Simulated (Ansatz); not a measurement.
# PtSe2 (Sudovikovite): the cost of one run

Program: Ansatz 0.2.0. Level of theory: DFT r2SCAN, scalar-relativistic, plane waves, PAW. These are calculated values, not measurements.

The COD entry's cell or inner coordinates are ideal or old and differ from later refinements, so a difference from it is no clean test against experiment.

2 further runs of the same task are left out: 2 set aside as unsound or not needed.

### Step 1. Starting point

It takes space group P-3m1 (No. 164, trigonal). Conventional cell: a = 3.718 Å, b = 3.718 Å, c = 5.816 Å, α = 90.00°, β = 90.00°, γ = 120.00°. Pt (site symmetry -3m) is surrounded by 6 Se at 2.52 Å. Se (site symmetry 3m) has 3 Pt at 2.52 Å as nearest neighbours.

As a file:

```cif
data_structure
_symmetry_space_group_name_H-M 'P-3m1'
_symmetry_Int_Tables_number 164
_cell_length_a 3.7178
_cell_length_b 3.7178
_cell_length_c 5.8155
_cell_angle_alpha 90.000
_cell_angle_beta 90.000
_cell_angle_gamma 120.000
_cell_volume 69.61
loop_
_atom_site_label
_atom_site_type_symbol
_atom_site_symmetry_multiplicity
_atom_site_Wyckoff_symbol
_atom_site_fract_x
_atom_site_fract_y
_atom_site_fract_z
_atom_site_occupancy
Pt1 Pt 1 a 0.00000 0.00000 0.00000 1
Se1 Se 2 d 0.33333 0.66667 0.22542 1
```

This cell was relaxed beforehand with the same method: volume 23.20 Å³/atom, gap on the mesh 0.58 eV.

### Step 2. Bands, states and charges

input.yaml reads:

```yaml
crystal:
  lattice:
    - [3.7177548348, 0.0, 0.0]
    - [-1.8588774174, 3.219670132, 0.0]
    - [0.0, 0.0, 5.8155467378]
  atoms:
    - { symbol: Pt, position: [0.0, 0.0, 0.0] }
    - { symbol: Se, position: [0.3333333333, 0.6666666667, 0.2254163915] }
    - { symbol: Se, position: [0.6666666667, 0.3333333333, 0.7745836085] }
basis:
  ecutwfc: 500
kpoints:
  mp_grid: { grid: [12, 12, 6] }
  band_path:
    path:
      - [[0.0, 0.0, 0.0], [0.5, 0.0, 0.0], [0.33333333, 0.33333333, 0.0], [0.0, 0.0, 0.0], [0.0, 0.0, 0.5], [0.5, 0.0, 0.5], [0.33333333, 0.33333333, 0.5], [0.0, 0.0, 0.5]]
      - [[0.5, 0.0, 0.5], [0.5, 0.0, 0.0]]
      - [[0.33333333, 0.33333333, 0.5], [0.33333333, 0.33333333, 0.0]]
    npoints: 14
hamiltonian:
  xc: r2scan
scf:
  occupations: { method: gaussian, width: 0.02 }
  n_extra_bands: 7
output:
  forces: true
  stress: true
  eigenvalues: true
  populations: true
  dos: { projected: true, de: 0.02, nscf_kmesh: { grid: [18, 18, 9] } }
  bader: true
  write_density: true
  write_potential: true
  elf: true
  volumetric_format: npy
```

Command:

```sh
> ansatz run input.yaml --threads 2 --pin off --max-ram 5120MiB --backend cpu --events-out ev --progress --plain --runs-dir out
```

What time and memory should one allow on 2 threads of Intel Xeon Platinum 8488C (Sapphire Rapids), shared host?

About 35 s, with a peak of 0.87 GiB.
